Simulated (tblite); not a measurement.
# C7H15OPSi: the cost of one run

Computed with tblite 0.8.0 and PySCF 2.14.0, with density-fitted response routines of our own, on a single molecule, in the gas phase or a continuum. Atoms are numbered from 0 throughout.

## (1) The starting structure

25 atoms, charge 0, multiplicity 1; geometry from: force field or distance geometry start.

Bonds of the start (Å): C0–C1 1.31, C1–C2 1.48, C2–P3 1.81, P3–C4 1.81, C4–Si5 1.89, P3–C6 1.81, C6–C7 1.51, C7–C8 1.50, C7–O9 1.22, C0–H10 1.09, C0–H11 1.07, C1–H12 1.12, C2–H13 1.12, C2–H14 1.14, C4–H15 1.10, C4–H16 1.11, Si5–H17 1.47, Si5–H18 1.47, Si5–H19 1.46, C6–H20 1.11, C6–H21 1.11, C8–H22 1.09, C8–H23 1.09, C8–H24 1.12.

## (2) Optimising the geometry with GFN2-xTB

Job settings and geometry (Å):

```
{"job": {"kind": "relax", "xc": "GFN2-xTB", "basis": "xTB"}, "charge": 0, "multiplicity": 1}
C     -3.148900    -1.789100    -0.411400
C     -2.004900    -1.888400     0.228900
C     -1.279400    -0.745300     0.832700
P      0.387200    -0.396500     0.228900
C      1.311200    -1.717400    -0.594900
Si     3.133500    -1.428900    -0.201000
C      0.835000     1.314400    -0.139600
C     -0.385600     2.192900    -0.252700
C     -0.367200     3.555900     0.376200
O     -1.377500     1.798000    -0.851200
H     -3.630500    -2.674300    -0.823700
H     -3.593800    -0.818700    -0.503100
H     -1.549000    -2.901400     0.361600
H     -1.274400    -0.938400     1.935500
H     -1.962400     0.167100     0.734600
H      1.234500    -1.648600    -1.686600
H      1.029800    -2.754000    -0.323700
H      3.207500    -0.651900     1.044300
H      3.839700    -2.696600     0.036500
H      3.795700    -0.613100    -1.218500
H      1.415800     1.711000     0.723500
H      1.364200     1.374300    -1.112400
H     -1.352700     4.023300     0.322900
H      0.403800     4.117600    -0.143500
H     -0.042700     3.432100     1.445800
```

On the command line:

```sh
OMP_NUM_THREADS=1 python probes_run.py task.json out
```

One launch serves the whole session: the jobs run in the order shown.

Q: Estimate the wall time and peak memory of this first job on 1 thread of Arm Neoverse V2, shared host.

About 1.9 s, with a peak of 0.19 GiB.
